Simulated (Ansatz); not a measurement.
# LiGaO4: the cost of one run

Method: DFT PBE, scalar-relativistic, plane waves, PAW, in Ansatz 0.2.0.

## (1) The starting structure

It takes space group P4/mmm (No. 123, tetragonal). The conventional cell has a = 3.373 Å, b = 3.373 Å, c = 4.770 Å, α = 90.00°, β = 90.00°, γ = 90.00°. Around Li (site symmetry 4/mmm) lie 8 O at 2.07 Å. Around Ga (site symmetry 4/mmm) lie 8 O at 2.07 Å. O (site symmetry 2mm) is surrounded by 2 Li at 2.07 Å and 2 Ga at 2.07 Å.

Structure file:

```
CELL_PARAMETERS angstrom
3.37295 0.00000 0.00000
0.00000 3.37295 0.00000
0.00000 0.00000 4.77007
ATOMIC_POSITIONS crystal
Li 0.00000 0.00000 0.00000
Ga 0.50000 0.50000 0.50000
O 0.50000 0.00000 0.25000
O 0.00000 0.50000 0.75000
O 0.50000 0.00000 0.75000
O 0.00000 0.50000 0.25000
```

A structure generator made this guess: ordered mixture on the cation sites of fluorite (P4/mmm, No. 123). The dimensions are guesses.

## (2) The guess as it stands, on a coarse mesh

input.yaml reads:

```yaml
crystal:
  lattice:
    - [3.37294738, 0.0, 0.0]
    - [0.0, 3.37294738, 0.0]
    - [0.0, 0.0, 4.77006792]
  atoms:
    - { symbol: Li, position: [0.0, 0.0, 0.0] }
    - { symbol: Ga, position: [0.5, 0.5, 0.5] }
    - { symbol: O, position: [0.5, 0.0, 0.25] }
    - { symbol: O, position: [0.0, 0.5, 0.75] }
    - { symbol: O, position: [0.5, 0.0, 0.75] }
    - { symbol: O, position: [0.0, 0.5, 0.25] }
basis:
  ecutwfc: 420
kpoints:
  mp_grid: { grid: [6, 6, 4] }
hamiltonian:
  xc: pbe
scf:
  occupations: { method: gaussian, width: 0.1 }
  lower_state_search: "off"
output:
  forces: true
  stress: true
  eigenvalues: true
```

On the command line:

```sh
> ansatz run input.yaml --threads 1 --pin off --max-ram 2048MiB --backend cpu --events-out ev --progress --plain --runs-dir out
```

**Question.** How long does this run take on 1 thread of Arm Neoverse V1, shared host, and how much memory does it need?

About 2.6 s, with a peak of 0.32 GiB.
